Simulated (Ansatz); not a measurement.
BrCl3Ge, SMILES [Cl][Ge]([Cl])([Cl])[Br], a ladder of methods at one geometry

Program: the Ansatz DFT code, driven from Python.

`brcl3ge.py`:
```python
from pathlib import Path

import ansatz as az
import numpy as np

molecule = (
    az.Crystal.molecule()
    .atom("Cl", (-0.9077, -0.279, 1.9539))
    .atom("Ge", (-0.0181, -0.0403, 0.0014))
    .atom("Cl", (1.7885, -1.1841, -0.0424))
    .atom("Cl", (-1.2803, -0.7669, -1.5327))
    .atom("Br", (0.4675, 2.1967, -0.4214))
)

base = molecule.calculation().basis(gaussian="def2-SVP")

print("functional    E (Ha)        dipole (D)   HOMO (eV)  LUMO (eV)")
for name in ["cam_b3lyp", "r2scan", "b3lyp", "r2scan0", "blyp"]:
    report = base.functional(name).forces().orbitals().run(runs_dir="runs").report
    lines = Path(report["orbitals_path"]).read_text().splitlines()
    field_of = lambda key: [line.split("=")[1].strip() for line in lines if line.startswith(key)]
    orbitals = [(27.211386 * float(e), s, float(n)) for e, s, n in zip(field_of("Ene="), field_of("Spin="), field_of("Occup="))]
    homo = max(e for e, _, n in orbitals if n > 0.5)
    lumo = min(e for e, _, n in orbitals if n < 0.5)
    dipole = 4.803205 * np.linalg.norm(report["charge_distribution"]["dipole_moment_e_ang"])
    print(f"{name:10s} {report['free_energy_ev'] / 27.211386246:14.6f} {dipole:9.3f} {homo:11.3f} {lumo:10.3f}")
```

```console
$ python brcl3ge.py
functional    E (Ha)        dipole (D)   HOMO (eV)  LUMO (eV)
cam_b3lyp    -6031.200631     0.224     -10.266     -1.514
r2scan       -6030.833155     0.232      -8.069     -3.467
b3lyp        -6031.029077     0.219      -8.635     -2.836
r2scan0      -6030.800143     0.242      -9.309     -2.626
blyp         -6030.983269     0.198      -7.317     -3.324
```

Caveats:
- Total energies depend on the basis set; only differences at equal settings carry meaning.
- The geometry is a force-field or estimated start, not a minimum of this method, and the basis set is short of its limit. A lower total doesn't mark the better method: functionals have no common bound, and MP2 and coupled cluster aren't variational.
- b3lyp holds the VWN-RPA fit, as in Gaussian; the form of ORCA and Turbomole is b3lyp5.
- Levels such as HOMO and LUMO are orbital energies: with these approximate functionals they aren't the ionisation energy and electron affinity, and their gap isn't the fundamental gap.
- Timing: 50 s on 1 thread of Intel(R) Xeon(R) Platinum 8259CL CPU @ 2.50GHz (Skylake/Cascade Lake), on a shared host, peak memory 0.46 GiB.

(Lines on the test bed's own set-up are left out of the output.)
